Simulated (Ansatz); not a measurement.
# KNaCl2: short molecular dynamics

The task here is to estimate one member of a computed series from the others.

Method: DFT PBEsol, scalar-relativistic, plane waves, PAW, in Ansatz 0.2.0.

## Starting point

It takes space group R-3m (No. 166, trigonal). The conventional cell has a = 4.173 Å, b = 4.173 Å, c = 20.848 Å, α = 90.00°, β = 90.00°, γ = 120.00°. K (site symmetry -3m) has 6 Cl at 3.09 Å as nearest neighbours. Na (site symmetry -3m) has 6 Cl at 2.86 Å as nearest neighbours. Cl (site symmetry 3m) has 3 Na at 2.86 Å and 3 K at 3.09 Å as nearest neighbours.

As a file:

```
K Na Cl
1.0
     2.08632    1.20454    6.94949
    -2.08632    1.20454    6.94949
     0.00000   -2.40908    6.94949
K Na Cl
1 1 2
Cartesian
  0.0000 0.0000 10.4242
  0.0000 0.0000 0.0000
  0.0000 0.0000 15.4376
  0.0000 0.0000 5.4109
```

The structure comes from the Materials Project (structure only).

Set-up of the first run:

input.yaml

```yaml
crystal:
  lattice:
    - [2.0863204489, 1.2045376728, 6.9494889109]
    - [-2.0863204489, 1.2045376728, 6.9494889109]
    - [0.0, -2.4090753456, 6.9494889109]
  atoms:
    - { symbol: K, position: [0.5, 0.5, 0.5] }
    - { symbol: Na, position: [0.0, 0.0, 0.0] }
    - { symbol: Cl, position: [0.7404658, 0.7404658, 0.7404658] }
    - { symbol: Cl, position: [0.2595342, 0.2595342, 0.2595342] }
basis:
  ecutwfc: 420
kpoints:
  mp_grid: { grid: [6, 6, 6] }
hamiltonian:
  xc: pbesol
scf:
  occupations: { method: gaussian, width: 0.1 }
output:
  forces: true
  stress: true
  eigenvalues: true
```

Started as:

```
> ansatz run input.yaml --threads 4 --pin off --max-ram 5120MiB --backend cpu --events-out ev --progress --plain --runs-dir out
```

Among the steps run: Quick check of gap, pressure and forces; The perfect supercell on the trajectory's mesh; Dynamics at 800 K.

One table of the session follows, with a row left open; its other results are not shown here.

It belongs to the step «Along the run». Pair distribution functions g(r) over the second half, up to half the cell's height:

```
r (Å)  Cl-K
 2.15   0.0
 2.25   0.0
 2.35   0.0
 2.45   0.0
 2.55   0.0
 2.65   0.1
 2.75   1.6
 2.85     ?
 2.95   7.0
 3.05   6.8
 3.15   3.6
 3.25   2.3
 3.35   1.5
```

Q: Estimate the row for r (Å) = 2.85 from the others.

Worked estimate for «Cl-K». A straight line through the neighbours (2.75, 1.6) and (2.95, 7.0) gives 1.6 + (7.0 − 1.6) × (2.85 − 2.75) / (2.95 − 2.75) = 4.3; a parabola fitted to 4 rows on both sides gives 4.6.

As computed: Cl-K: 3.1. In «Cl-K» the line misses by +1.2 and the parabola by +1.5.

Limits of these values: Runs this short are not equilibrated, so the means are rough. Warnings in the runs' records: symmetry auto disabled, stress scf threshold loose.
